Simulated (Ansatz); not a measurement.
**BGeH4 (doublet): the correlation ladder, cc-pVDZ**

How much of the correlation energy of BGeH4 (doublet) does each wave-function method recover here?

Program: Ansatz 0.2.0, Gaussian basis. Level of theory: cc-pVDZ, core rule «outside noble gas», up to 15 orbitals frozen. These are calculated values, not measurements.

The runs, in order: UHF; CCSD(T) on ROHF; CCSD(T) on UHF; BCCD(T) on ROHF; CISD; CCSDT(Q) on ROHF; CCSDT(Q) on UHF; CASSCF and MRCISD+Q, 9 electrons in 9 orbitals; CASSCF and NEVPT2, 9 electrons in 9 orbitals.

10 further runs of the same task are left out: 5 that didn't finish, 5 set aside as unsound or not needed.

## Step 1: The geometry

The geometry is a PBE0/def2-TZVP stationary point (not a proven minimum). No spin-orbit coupling is included. The filled d shell of Ge may be among the frozen orbitals whatever the setting's name suggests; the logs give the count.

6 atoms, charge 0, spin multiplicity 2.

Atoms are counted from 1 here; the program's logs count them from 0.

Bond lengths: Ge1–B2 1.974 Å, Ge1–H3 1.536 Å, Ge1–H4 1.536 Å, B2–H5 1.193 Å, B2–H6 1.193 Å. Angles: B2–Ge1–H3 125.2°, B2–Ge1–H4 125.2°, H3–Ge1–H4 109.7°, Ge1–B2–H5 119.1°, Ge1–B2–H6 119.1°, H5–B2–H6 121.9°.

In the tables R marks a restricted open-shell determinant and U an unrestricted one; 'frontier' is the active space of 9 electrons in 9 orbitals; energies count from the table's Hartree-Fock row.

## Step 2: UHF

Input file in.yaml:

```yaml
crystal:
  periodic: [false, false, false]
  atoms:
    - {symbol: Ge, position_ang: [0.000000, 0.000000, 0.282333]}
    - {symbol: B, position_ang: [0.000000, 0.000000, -1.691224]}
    - {symbol: H, position_ang: [0.000000, 1.255258, 1.166980]}
    - {symbol: H, position_ang: [0.000000, -1.255258, 1.166980]}
    - {symbol: H, position_ang: [0.000000, 1.042369, -2.270633]}
    - {symbol: H, position_ang: [0.000000, -1.042369, -2.270633]}
basis:
  gaussian: {orbitals: cc-pVDZ}
magnetization: {spin_polarized: true, initial_magnetization: 1}
hamiltonian: {xc: hf}
output: {orbitals: {seedname: orbitals}}
```

On the command line:

```sh
$ ansatz run in.yaml --threads 1 --pin off --events-out ev --progress --plain --max-ram 2393MiB
```

What it wrote:

```text
Functional definition: HF
  name "HF"
  cite "Fock, Z. Phys. 61, 126 (1930) doi:10.1007/BF01340294"
  parent pbe
  exchange = exact_x
  correlation = 0
630 factors; integrals over basis functions are off by at most 1.1e-3 eV
mean field evaluation 1: about -57205.0420 eV, gradient 9.9e0 eV
mean field evaluation 2: about -57205.0672 eV, gradient 9.9e0 eV
mean field evaluation 4: about -57206.1200 eV, gradient 1.2e0 eV
mean field evaluation 8: about -57206.1684 eV, gradient 8.5e-2 eV
mean field -57206.16867160 eV, -2102.2879229474 hartree, gradient 2.8e-5 eV, S^2 0.760259; 0 other end points of the search recorded, 0 dependent functions left out
reference -57206.16867160 eV, -2102.2879229474 hartree; 21, 20 occupied and 40, 41 virtual orbitals, 630 factors
Total energy: -57206.16867160 eV, -2102.2879229474 hartree
```

It took 0.87 s on 1 thread of Arm Neoverse V1, shared host.

From the report: ⟨S²⟩ of the determinant 0.760 (pure doublet: 0.75).

## Step 3: CCSD(T) on ROHF

in.yaml: that of step 2 with these lines changed.

```diff
@@ -11,4 +11,4 @@
   gaussian: {orbitals: cc-pVDZ}
-magnetization: {spin_polarized: true, initial_magnetization: 1}
-hamiltonian: {xc: hf}
-output: {orbitals: {seedname: orbitals}}
+magnetization: {spin_polarized: false, initial_magnetization: 1}
+correlation: {method: ccsd_t, electrons: outside_noble_gas}
+output: {forces: true}
```

Same command.

What it wrote (excerpt; [...] marks lines left out):

```text
Functional definition: HF
  name "HF"
  cite "Fock, Z. Phys. 61, 126 (1930) doi:10.1007/BF01340294"
  parent pbe
[...]
630 factors; integrals over basis functions are off by at most 1.1e-3 eV
[...]
mean field -57206.09693991 eV, -2102.2852868564 hartree, gradient 2.4e-6 eV, S^2 0.750000; 0 other end points of the search recorded, 0 dependent functions left out
15 core orbitals not correlated: weight in the atoms' cores, before any rotation towards them, 0.999 or more for the frozen orbitals, at most 0.000 for the correlated occupied ones
reference -57206.09693991 eV, -2102.2852868564 hartree; 6, 5 occupied and 40, 41 virtual orbitals, 630 factors
second order -4.65245585 eV of doubles, -0.03882323 eV of singles
cycle   1  -5.47191567 eV  change   -7.8e-1 eV  update   6.5e-2
[...]
cycle  12  -5.75022176 eV  change    2.9e-7 eV  update   5.4e-7
perturbative correction -0.14333819 eV, -0.0052675814 hartree
[...]
Total energy: -57211.99049986 eV, -2102.5018711899 hartree
Atom 0 at     0.000000     0.000000     0.282333 Å, force     0.000000     0.000000     0.399963 eV/Å
Atom 1 at     0.000000     0.000000    -1.691224 Å, force     0.000000     0.000000    -0.106543 eV/Å
Atom 2 at     0.000000     1.255258     1.166980 Å, force    -0.000000     0.139844     0.077779 eV/Å
Atom 3 at     0.000000    -1.255258     1.166980 Å, force     0.000000    -0.139844     0.077779 eV/Å
Atom 4 at     0.000000     1.042369    -2.270633 Å, force    -0.000000     0.318697    -0.224489 eV/Å
Atom 5 at     0.000000    -1.042369    -2.270633 Å, force    -0.000000    -0.318697    -0.224489 eV/Å
Dipole moment:    -0.000000    -0.000000     0.177451 e Å
```

It took 7 s on 1 thread of Arm Neoverse V1, shared host.

From the report: correlation -5.8936 eV; T1 0.017; largest double amplitude 0.03.

## Step 4: CCSD(T) on UHF

in.yaml: that of step 3 with these lines changed.

```diff
@@ -11,3 +11,3 @@
   gaussian: {orbitals: cc-pVDZ}
-magnetization: {spin_polarized: false, initial_magnetization: 1}
+magnetization: {spin_polarized: true, initial_magnetization: 1}
 correlation: {method: ccsd_t, electrons: outside_noble_gas}
```

Same command.

What it wrote (excerpt; [...] marks lines left out):

```text
Functional definition: HF
  name "HF"
  cite "Fock, Z. Phys. 61, 126 (1930) doi:10.1007/BF01340294"
  parent pbe
[...]
630 factors; integrals over basis functions are off by at most 1.1e-3 eV
[...]
mean field -57206.16867160 eV, -2102.2879229474 hartree, gradient 1.5e-6 eV, S^2 0.760259; 0 other end points of the search recorded, 0 dependent functions left out
15 core orbitals not correlated: weight in the atoms' cores, before any rotation towards them, 0.999 or more for the frozen orbitals, at most 0.000 for the correlated occupied ones
reference -57206.16867160 eV, -2102.2879229474 hartree; 6, 5 occupied and 40, 41 virtual orbitals, 630 factors
second order -4.60912194 eV of doubles, -0.00000000 eV of singles
cycle   1  -5.39180481 eV  change   -7.8e-1 eV  update   6.7e-2
[...]
cycle  12  -5.68226794 eV  change    1.8e-7 eV  update   5.2e-7
perturbative correction -0.14126909 eV, -0.0051915432 hartree
[...]
Total energy: -57211.99220863 eV, -2102.5019339860 hartree
Atom 0 at     0.000000     0.000000     0.282333 Å, force    -0.000000     0.000000     0.400249 eV/Å
Atom 1 at     0.000000     0.000000    -1.691224 Å, force     0.000000    -0.000000    -0.105386 eV/Å
Atom 2 at     0.000000     1.255258     1.166980 Å, force    -0.000000     0.139711     0.077323 eV/Å
Atom 3 at     0.000000    -1.255258     1.166980 Å, force     0.000000    -0.139711     0.077323 eV/Å
Atom 4 at     0.000000     1.042369    -2.270633 Å, force    -0.000000     0.318485    -0.224755 eV/Å
Atom 5 at     0.000000    -1.042369    -2.270633 Å, force    -0.000000    -0.318485    -0.224755 eV/Å
Dipole moment:    -0.000000    -0.000000     0.176726 e Å
```

Wall time 6.5 s (1 thread of Arm Neoverse V1, shared host).

From the report: ⟨S²⟩ of the determinant 0.760 (pure doublet: 0.75); correlation -5.8235 eV; T1 0.016; largest double amplitude 0.03.

## Step 5: BCCD(T) on ROHF

in.yaml: that of step 4 with these lines changed.

```diff
@@ -11,4 +11,3 @@
   gaussian: {orbitals: cc-pVDZ}
-magnetization: {spin_polarized: true, initial_magnetization: 1}
-correlation: {method: ccsd_t, electrons: outside_noble_gas}
-output: {forces: true}
+magnetization: {spin_polarized: false, initial_magnetization: 1}
+correlation: {method: bccd_t, electrons: outside_noble_gas}
```

The command is unchanged.

What it wrote (excerpt; [...] marks lines left out):

```text
Functional definition: HF
  name "HF"
  cite "Fock, Z. Phys. 61, 126 (1930) doi:10.1007/BF01340294"
  parent pbe
[...]
630 factors; integrals over basis functions are off by at most 1.1e-3 eV
[...]
mean field -57206.09693991 eV, -2102.2852868564 hartree, gradient 2.4e-6 eV, S^2 0.750000; 0 other end points of the search recorded, 0 dependent functions left out
15 core orbitals not correlated: weight in the atoms' cores, before any rotation towards them, 0.999 or more for the frozen orbitals, at most 0.000 for the correlated occupied ones
reference -57206.09693991 eV, -2102.2852868564 hartree; 6, 5 occupied and 40, 41 virtual orbitals, 630 factors
second order -4.65245585 eV of doubles, -0.03882323 eV of singles
cycle   1  -5.48430825 eV  change   -7.9e-1 eV  update   6.5e-2
[...]
cycle  10  -5.74583095 eV  change    1.8e-6 eV  update   7.8e-6
perturbative correction -0.14845290 eV, -0.0054555435 hartree
Total energy: -57211.99122376 eV, -2102.5018977927 hartree
```

Run time: 2.9 s. Hardware: 1 thread of Arm Neoverse V1, shared host.

From the report: correlation -5.8943 eV; largest double amplitude 0.03.

## Step 6: CISD

in.yaml: that of step 5 with these lines changed.

```diff
@@ -12,2 +12,2 @@
 magnetization: {spin_polarized: false, initial_magnetization: 1}
-correlation: {method: bccd_t, electrons: outside_noble_gas}
+correlation: {active_space: {ras: {orbitals: [5, 1, 40], electrons: 11, max_holes: 2, max_particles: 2}, fixed_orbitals: true}}
```

The command is unchanged.

What it wrote:

```text
Functional definition: HF
  name "HF"
  cite "Fock, Z. Phys. 61, 126 (1930) doi:10.1007/BF01340294"
  parent pbe
  exchange = exact_x
  correlation = 0
630 factors; integrals over basis functions are off by at most 1.1e-3 eV
mean field evaluation 1: about -57205.0424 eV, gradient 1.3e1 eV
mean field evaluation 2: about -57205.0672 eV, gradient 1.3e1 eV
mean field evaluation 4: about -57206.0735 eV, gradient 1.4e0 eV
mean field evaluation 8: about -57206.0969 eV, gradient 6.1e-2 eV
mean field -57206.09693991 eV, -2102.2852868564 hartree, gradient 2.4e-6 eV, S^2 0.750000; 0 other end points of the search recorded, 0 dependent functions left out
reference -57206.09693991 eV, -2102.2852868564 hartree; 21, 20 occupied and 40, 41 virtual orbitals, 630 factors
state -57211.41600306 eV, -2102.4807588218 hartree
Total energy: -57211.41600306 eV, -2102.4807588218 hartree
```

Wall time 3.1 s (1 thread of Arm Neoverse V1, shared host).

From the report: 30,034 determinants.

## Step 7: CCSDT(Q) on ROHF

in.yaml: that of step 6 with these lines changed.

```diff
@@ -12,2 +12,2 @@
 magnetization: {spin_polarized: false, initial_magnetization: 1}
-correlation: {active_space: {ras: {orbitals: [5, 1, 40], electrons: 11, max_holes: 2, max_particles: 2}, fixed_orbitals: true}}
+correlation: {method: ccsdt_q, electrons: outside_noble_gas}
```

Launched as before.

What it wrote (excerpt; [...] marks lines left out):

```text
Functional definition: HF
  name "HF"
  cite "Fock, Z. Phys. 61, 126 (1930) doi:10.1007/BF01340294"
  parent pbe
[...]
1188 factors; integrals over basis functions are off by at most 2.1e-7 eV
[...]
mean field -57206.09703628 eV, -2102.2852903982 hartree, gradient 1.6e-6 eV, S^2 0.750000; 0 other end points of the search recorded, 0 dependent functions left out
15 core orbitals not correlated: weight in the atoms' cores, before any rotation towards them, 0.999 or more for the frozen orbitals, at most 0.000 for the correlated occupied ones
reference -57206.09703628 eV, -2102.2852903982 hartree; 6, 5 occupied and 40, 41 virtual orbitals, 1188 factors
second order -4.65249132 eV of doubles, -0.03882311 eV of singles
cycle   1  -5.47191130 eV  change   -7.8e-1 eV  update   7.3e-2
[...]
cycle  15  -5.92255389 eV  change    3.3e-7 eV  update   2.7e-7
perturbative correction -0.00551907 eV, -0.0002028222 hartree
Total energy: -57212.02510925 eV, -2102.5031430614 hartree
```

Run time: 65 s. Hardware: 1 thread of Arm Neoverse V1, shared host; peak memory 0.95 GiB.

From the report: correlation -5.9281 eV; T1 0.017; largest double amplitude 0.04.

## Step 8: CCSDT(Q) on UHF

in.yaml: that of step 7 with these lines changed.

```diff
@@ -11,3 +11,3 @@
   gaussian: {orbitals: cc-pVDZ}
-magnetization: {spin_polarized: false, initial_magnetization: 1}
+magnetization: {spin_polarized: true, initial_magnetization: 1}
 correlation: {method: ccsdt_q, electrons: outside_noble_gas}
```

Same command.

What it wrote (excerpt; [...] marks lines left out):

```text
Functional definition: HF
  name "HF"
  cite "Fock, Z. Phys. 61, 126 (1930) doi:10.1007/BF01340294"
  parent pbe
[...]
1188 factors; integrals over basis functions are off by at most 2.1e-7 eV
[...]
mean field -57206.16876782 eV, -2102.2879264834 hartree, gradient 1.8e-6 eV, S^2 0.760259; 0 other end points of the search recorded, 0 dependent functions left out
15 core orbitals not correlated: weight in the atoms' cores, before any rotation towards them, 0.999 or more for the frozen orbitals, at most 0.000 for the correlated occupied ones
reference -57206.16876782 eV, -2102.2879264834 hartree; 6, 5 occupied and 40, 41 virtual orbitals, 1188 factors
second order -4.60915725 eV of doubles, -0.00000000 eV of singles
cycle   1  -5.39180050 eV  change   -7.8e-1 eV  update   7.4e-2
[...]
cycle  15  -5.85294315 eV  change    4.2e-7 eV  update   3.1e-7
perturbative correction -0.00563566 eV, -0.0002071065 hartree
Total energy: -57212.02734662 eV, -2102.5032252833 hartree
```

It took 54 s on 1 thread of Arm Neoverse V1, shared host; peak memory 0.72 GiB.

From the report: ⟨S²⟩ of the determinant 0.760 (pure doublet: 0.75); correlation -5.8586 eV; T1 0.017; largest double amplitude 0.04.

## Step 9: CASSCF and MRCISD+Q, 9 electrons in 9 orbitals

in.yaml: that of step 8 with these lines changed.

```diff
@@ -11,3 +11,3 @@
   gaussian: {orbitals: cc-pVDZ}
-magnetization: {spin_polarized: true, initial_magnetization: 1}
-correlation: {method: ccsdt_q, electrons: outside_noble_gas}
+magnetization: {spin_polarized: false, initial_magnetization: 1}
+correlation: {method: fic_mrcisd_q, electrons: outside_noble_gas, active_space: {window: {electrons: 9, orbitals: 9}}}
```

The command is unchanged.

What it wrote (excerpt; [...] marks lines left out):

```text
Functional definition: HF
  name "HF"
  cite "Fock, Z. Phys. 61, 126 (1930) doi:10.1007/BF01340294"
  parent pbe
[...]
630 factors; integrals over basis functions are off by at most 1.1e-3 eV
[...]
mean field -57206.09693991 eV, -2102.2852868564 hartree, gradient 2.4e-6 eV, S^2 0.750000; 0 other end points of the search recorded, 0 dependent functions left out
reference -57206.09693991 eV, -2102.2852868564 hartree; 21, 20 occupied and 40, 41 virtual orbitals, 630 factors
state -57207.66288999 eV, -2102.3428344605 hartree
contracted CI cycle   1: correlation 0.00000000 eV, 0.0000000000 hartree, residual 1.55e1 eV
contracted CI cycle   2: correlation -3.82128459 eV, -0.1404296184 hartree, residual 3.14e0 eV
contracted CI cycle   3: correlation -3.99031829 eV, -0.1466414925 hartree, residual 7.92e-1 eV
contracted CI cycle   4: correlation -4.00184387 eV, -0.1470650497 hartree, residual 2.46e-1 eV
[...]
contracted CI cycle   5: correlation -4.11687629 eV, -0.1512924131 hartree, residual 6.42e-2 eV
contracted CI cycle   6: correlation -4.11695399 eV, -0.1512952686 hartree, residual 2.56e-2 eV
contracted CI cycle   7: correlation -4.11696669 eV, -0.1512957352 hartree, residual 9.65e-3 eV
contracted CI cycle   8: correlation -4.11696824 eV, -0.1512957922 hartree, residual 3.20e-3 eV
contracted CI cycle   9: correlation -4.11696840 eV, -0.1512957979 hartree, residual 1.04e-3 eV
state -57207.56980748 eV, -2102.3394137413 hartree; corrected -57212.00515314 eV, -2102.5024096881 hartree
state -57207.56980748 eV, -2102.3394137413 hartree; corrected -57212.00515314 eV, -2102.5024096881 hartree
the orbitals are reached from a further start. From the first start the search ends at -57207.66287828 eV, -2102.3428340303 hartree
WARN: the results are in doubt because another end's mean lies 0.093 eV lower, and its corrected mean 0.014 eV higher
Total energy: -57212.00515314 eV, -2102.5024096881 hartree
In doubt: another end's mean lies 0.093 eV lower, and its corrected mean 0.014 eV higher
```

Wall time 28 s (1 thread of Arm Neoverse V1, shared host); peak memory 0.41 GiB.

From the report: 3,960 determinants; active occupations 2.00, 1.98, 1.97, 1.97, 0.99, 0.04, 0.02, 0.02, 0.02. The program marks this result as in doubt; its last lines say why.

## Step 10: CASSCF and NEVPT2, 9 electrons in 9 orbitals

in.yaml: that of step 9 with these lines changed.

```diff
@@ -12,2 +12,2 @@
 magnetization: {spin_polarized: false, initial_magnetization: 1}
-correlation: {method: fic_mrcisd_q, electrons: outside_noble_gas, active_space: {window: {electrons: 9, orbitals: 9}}}
+correlation: {method: sc_nevpt2, electrons: outside_noble_gas, active_space: {window: {electrons: 9, orbitals: 9}}}
```

Same command.

What it wrote (excerpt; [...] marks lines left out):

```text
Functional definition: HF
  name "HF"
  cite "Fock, Z. Phys. 61, 126 (1930) doi:10.1007/BF01340294"
  parent pbe
[...]
630 factors; integrals over basis functions are off by at most 1.1e-3 eV
[...]
mean field -57206.09693991 eV, -2102.2852868564 hartree, gradient 2.4e-6 eV, S^2 0.750000; 0 other end points of the search recorded, 0 dependent functions left out
reference -57206.09693991 eV, -2102.2852868564 hartree; 21, 20 occupied and 40, 41 virtual orbitals, 630 factors
state -57207.66288999 eV, -2102.3428344605 hartree
state -57207.66288999 eV, -2102.3428344605 hartree; corrected -57210.83473814 eV, -2102.4593977300 hartree
state -57207.65810931 eV, -2102.3426587738 hartree
state -57207.65810931 eV, -2102.3426587738 hartree; corrected -57210.72655523 eV, -2102.4554220815 hartree
state -57207.66288999 eV, -2102.3428344605 hartree; corrected -57210.83473814 eV, -2102.4593977300 hartree
state -57207.56980748 eV, -2102.3394137413 hartree
state -57207.56980748 eV, -2102.3394137413 hartree; corrected -57210.93611251 eV, -2102.4631231693 hartree
state -57207.56980748 eV, -2102.3394137413 hartree; corrected -57210.93611251 eV, -2102.4631231693 hartree
the orbitals are reached from a further start. From the first start the search ends at -57207.66287828 eV, -2102.3428340303 hartree
WARN: the results are in doubt because another end's mean lies 0.093 eV lower, and its corrected mean 0.101 eV higher
Total energy: -57210.93611251 eV, -2102.4631231693 hartree
In doubt: another end's mean lies 0.093 eV lower, and its corrected mean 0.101 eV higher
```

It took 20 s on 1 thread of Arm Neoverse V1, shared host.

From the report: 3,960 determinants; active occupations 2.00, 1.98, 1.97, 1.97, 0.99, 0.04, 0.02, 0.02, 0.02. The program marks this result as in doubt; its last lines say why.

## Step 11: All levels against the top one

The yardstick is UCCSDT(Q), where the cluster series has nearly closed. Rows without a time come out of other runs: HF, MP2 and CCSD of CCSD(T), CCSDT of CCSDT(Q), CASSCF and MRCISD of the multireference runs. The times of RCCSD(T), UCCSD(T) include forces.

Differences are taken before rounding.

```tsv
method	energy from the lowest RHF (kcal/mol)	from UCCSDT(Q) (kcal/mol)	time
RHF	0.00	+136.76	
UHF	-1.65	+135.10	
RMP2	-108.18	+28.57	
UMP2	-107.94	+28.82	
CISD	-122.66	+14.10	3.1 s
RCCSD	-132.60	+4.16	
UCCSD	-132.69	+4.07	
RCCSD(T)	-135.91	+0.85	7 s
UCCSD(T)	-135.95	+0.81	6.5 s
BCCD(T)	-135.93	+0.83	2.9 s
RCCSDT	-136.58	+0.18	
UCCSDT	-136.63	+0.13	
RCCSDT(Q)	-136.71	+0.05	65 s
UCCSDT(Q)	-136.76	0	54 s
```

Among the levels timed on like hardware and quicker than the yardstick, those that no quicker one beats, quickest first: BCCD(T) (2.9 s, +0.83 kcal/mol); UCCSD(T) (6.5 s, +0.81 kcal/mol).

Left out of the table: CASSCF frontier, NEVPT2 frontier, MRCISD frontier, MRCISD+Q frontier (the active space lost an orbital or holds another state than full CI finds).

With the free atoms at the same levels and basis (separate runs), the atomisation energy is 15.439 eV at UCCSDT(Q), 15.430 eV at RCCSD(T), 15.422 eV at UCCSD(T), 12.880 eV at RHF.

## Step 12: Results

| quantity | value |
| --- | --- |
| UCCSDT(Q) below the RHF energy | -5.9304 eV |
| RMP2 from UCCSDT(Q) | +28.57 kcal/mol |
| UMP2 from UCCSDT(Q) | +28.82 kcal/mol |
| RCCSD from UCCSDT(Q) | +4.16 kcal/mol |
| RCCSD(T) from UCCSDT(Q) | +0.85 kcal/mol |
| UCCSD(T) from UCCSDT(Q) | +0.81 kcal/mol |
| RCCSDT(Q) from UCCSDT(Q) | +0.05 kcal/mol |
| levels within 1 kcal/mol (43 meV) | RCCSD(T), UCCSD(T), BCCD(T), RCCSDT, UCCSDT, RCCSDT(Q) |
| T1 diagnostic | 0.017 |

**Reading.** RCCSD(T) misses by +0.85 kcal/mol, 0.6 % of the correlation energy. These misses are within one basis, not against nature; the frozen cores of restricted and unrestricted runs differ, which can shift their rows.

UCCSD(T) reaches 0.81 kcal/mol from the reference in 6.5 s, where UCCSDT(Q) took 54 s; the quickest level in the cost chart, BCCD(T), takes 2.9 s and misses by 0.83 kcal/mol.
